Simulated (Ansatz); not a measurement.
Write a Python script for the Python package of Ansatz (0.2.0) that makes a search for lower mean-field states of BrGeH3, SMILES [GeH3][Br]. Level of theory (for the species named): Hartree-Fock, def2-SVP basis, multiplicity 1.

Contents of `brgeh3.xyz`:
```text
5

Ge    0.15400   -0.04140   -0.09790
Br   -1.59140   -0.14540    1.48020
H     0.12590    1.44680   -0.69080
H    -0.10560   -0.98370   -1.26470
H     1.46710   -0.35000    0.53170
```

`states_brgeh3.py`:
```python
import ansatz as az
import numpy as np

params = {
    "basis": "def2-SVP",
    "xc": "hf",
}

brgeh3 = az.Crystal.molecule_from_extxyz("brgeh3.xyz")
symbols = [site.symbol for site in brgeh3.cartesian_sites]

start = np.array([site.position_ang for site in brgeh3.cartesian_sites])
for factor in [1.0, 1.5]:
    xyz = (start - start.mean(axis=0)) * factor
    scaled = az.Crystal.molecule()
    for symbol, place in zip(symbols, xyz):
        scaled = scaled.atom(symbol, place.tolist())
    setup = scaled.calculation().basis(gaussian=params["basis"]).functional(params["xc"]).spin("collinear")
    for search in ("off", "standard"):
        try:
            summary = setup.scf(lower_state_search=search).run(threads=1, pin="off").report
        except az.AnsatzError as error:
            print(f"x{factor} search {search}: {type(error).__name__}")
            continue
        state = summary["mean_field"]["state"]
        print(f"all distances x{factor}, search {search:8s} E = {summary['free_energy_ev']:.5f} eV  <S^2> = {abs(state['spin_squared']):.3f}  other states met: {len(summary['mean_field']['others'])}")
```

```console
$ python states_brgeh3.py
all distances x1.0, search off      E = -126505.25942 eV  <S^2> = 0.000  other states met: 0
all distances x1.0, search standard E = -126505.25942 eV  <S^2> = 0.000  other states met: 0
all distances x1.5, search off      E = -126495.47788 eV  <S^2> = 0.000  other states met: 0
all distances x1.5, search standard E = -126497.44355 eV  <S^2> = 1.807  other states met: 12
```

Reading the output:
- Total energies depend on the basis set; only differences at equal settings carry meaning.
- The count of other states can hold repeated and symmetry-equivalent ends of the search; scaling all distances is a test, and for more than two atoms no physical path.
- The structure is a rough, unrelaxed start.
- The expectation value of S² is noticeably off S(S+1) in at least one run, so that state is spin-contaminated.
- Wall time of the script: 36 s on 1 thread of Arm Neoverse V2 (shared host), peak memory 0.36 GiB.
